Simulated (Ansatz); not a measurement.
# PdTe: the cost of one run

Program: Ansatz 0.2.0. Level of theory: DFT r²SCAN+U (U = 3 eV, J = 0.7 eV on Pd d), plane waves, PAW. These are calculated values, not measurements.

3 further runs of the same task are left out: 3 that didn't finish. Runs told in other sessions of the task aren't counted.

### 1 The starting structure

Symmetry: P6_3/mmc, No. 194, hexagonal system. Conventional cell: a = 4.152 Å, b = 4.152 Å, c = 5.672 Å, α = 90.00°, β = 90.00°, γ = 120.00°. Around Te (site symmetry -6m2) lie 6 Pd at 2.79 Å. Around Pd (site symmetry -3m) lie 6 Te at 2.79 Å and 2 Pd at 2.84 Å.

Coordinates:

```
CELL_PARAMETERS angstrom
4.15210 0.00000 0.00000
-2.07605 3.59582 5.67190
0.00000 0.00000 11.34380
ATOMIC_POSITIONS crystal
Te 0.33333 0.66667 0.79167
Te 0.66667 0.33333 0.20833
Pd 0.00000 0.00000 0.00000
Pd 0.00000 0.00000 0.25000
Te 0.33333 0.66667 0.29167
Te 0.66667 0.33333 0.70833
Pd 0.00000 0.00000 0.50000
Pd 0.00000 0.00000 0.75000
```

### 2 Ferromagnetic start, free, symmetry kept, no search

Contents of input.yaml:

```yaml
crystal:
  lattice:
    - [4.15209743, 0.0, 0.0]
    - [-2.07604871, 3.59582185, 5.6718989]
    - [0.0, 0.0, 11.3437978]
  atoms:
    - { symbol: Te, position: [0.3333333333, 0.6666666667, 0.7916666667] }
    - { symbol: Te, position: [0.6666666667, 0.3333333333, 0.2083333334] }
    - { symbol: Pd, position: [0.0, 0.0, 0.0], spin: 2.0 }
    - { symbol: Pd, position: [0.0, 0.0, 0.25], spin: 2.0 }
    - { symbol: Te, position: [0.3333333333, 0.6666666667, 0.2916666666] }
    - { symbol: Te, position: [0.6666666667, 0.3333333333, 0.7083333334] }
    - { symbol: Pd, position: [0.0, 0.0, 0.5], spin: 2.0 }
    - { symbol: Pd, position: [0.0, 0.0, 0.75], spin: 2.0 }
basis:
  ecutwfc: 500
  ecutrho_ratio: 4
kpoints:
  mp_grid: { grid: [5, 5, 5] }
hamiltonian:
  xc: r2scan
  hubbard:
    sites:
      - { site: 2, l: d, u: 3.0, j: 0.7 }
      - { site: 3, l: d, u: 3.0, j: 0.7 }
      - { site: 6, l: d, u: 3.0, j: 0.7 }
      - { site: 7, l: d, u: 3.0, j: 0.7 }
scf:
  occupations: { method: gaussian, width: 0.05 }
  lower_state_search: "off"
  max_iter: 150
output:
  forces: true
  stress: true
  eigenvalues: true
  populations: true
  hubbard:
    sites:
      - { site: 2, l: d }
      - { site: 3, l: d }
      - { site: 6, l: d }
      - { site: 7, l: d }
magnetization:
  spin_polarized: true
```

Started as:

```
ansatz run input.yaml --threads 8 --pin off --max-ram 12288MiB --backend cpu --events-out ev --progress --plain --runs-dir out
```

What time and memory should one allow on 8 threads of Arm Neoverse V2, shared host?

About 35 s, with a peak of 2.2 GiB.
